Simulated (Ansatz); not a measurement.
Working through energies of removing a hydrogen of CH4S2Si, SMILES CS[Si]S

Program: Ansatz's Python interface.

Notebook, run cell by cell (the value of a cell's last expression is shown):

```python
import ansatz as az


def total_energy(molecule, charge=0, unpaired=0):
    calc = (
        molecule.calculation()
        .basis(gaussian="6-31G*")
        .functional("CAM-B3LYP")
    )
    if charge:
        calc = calc.charge(charge)
    if unpaired:
        calc = calc.spin("collinear", total=unpaired)
    report = calc.run(threads=1, pin="off").report
    if report["published_state_doubts"]:
        print("  doubts:", report["published_state_doubts"])
    return report["free_energy_ev"]
```

```python
def without(molecule, index):
    rest = az.Crystal.molecule()
    for i, site in enumerate(molecule.cartesian_sites):
        if i != index:
            rest = rest.atom(site.symbol, site.position_ang)
    return rest
```

```python
ch4s2si = (
    az.Crystal.molecule()
    .atom("C", (0.2106, 1.2279, -0.3026))
    .atom("S", (-0.35, 0.494, 1.2349))
    .atom("Si", (0.7278, -1.3426, 1.2676))
    .atom("S", (-0.0012, -2.5907, -0.2442))
    .atom("H", (-0.3323, 2.2354, -0.4267))
    .atom("H", (-0.1235, 0.672, -1.1723))
    .atom("H", (1.2701, 1.439, -0.3255))
    .atom("H", (-1.3092, -2.192, -0.0869))
)
```

```python
whole = total_energy(ch4s2si, 0)
hydrogen = total_energy(az.Crystal.molecule().atom("H", (0, 0, 0)), 0, 1)
print(f"E(molecule) = {whole:.5f} eV, E(H) = {hydrogen:.5f} eV")
for index in [6, 7]:
    radical = total_energy(without(ch4s2si, index), 0, 1)
    print(f"H{index}: homolysis {96.485332 * (radical + hydrogen - whole):.1f} kJ/mol")
    anion = total_energy(without(ch4s2si, index), -1)
    print(f"H{index}: loss of a proton {96.485332 * (anion - whole):.1f} kJ/mol")
```

    E(molecule) = -30648.77583 eV, E(H) = -13.51936 eV
    H6: homolysis 465.0 kJ/mol
    H6: loss of a proton 1725.9 kJ/mol
    H7: homolysis 293.1 kJ/mol
    H7: loss of a proton 1362.2 kJ/mol

What to keep in mind:
- Total energies depend on the basis set; only differences at equal settings carry meaning.
- The geometry is a force-field or estimated start, not a minimum of this method, and the basis set is short of its limit. All parts are taken at fixed geometry, without zero-point energy.
- Anions want diffuse functions, which this basis lacks.
- Hardware and time: 31 s on 1 thread of Arm Neoverse V1, with other jobs on the host, peak memory 0.3 GiB.
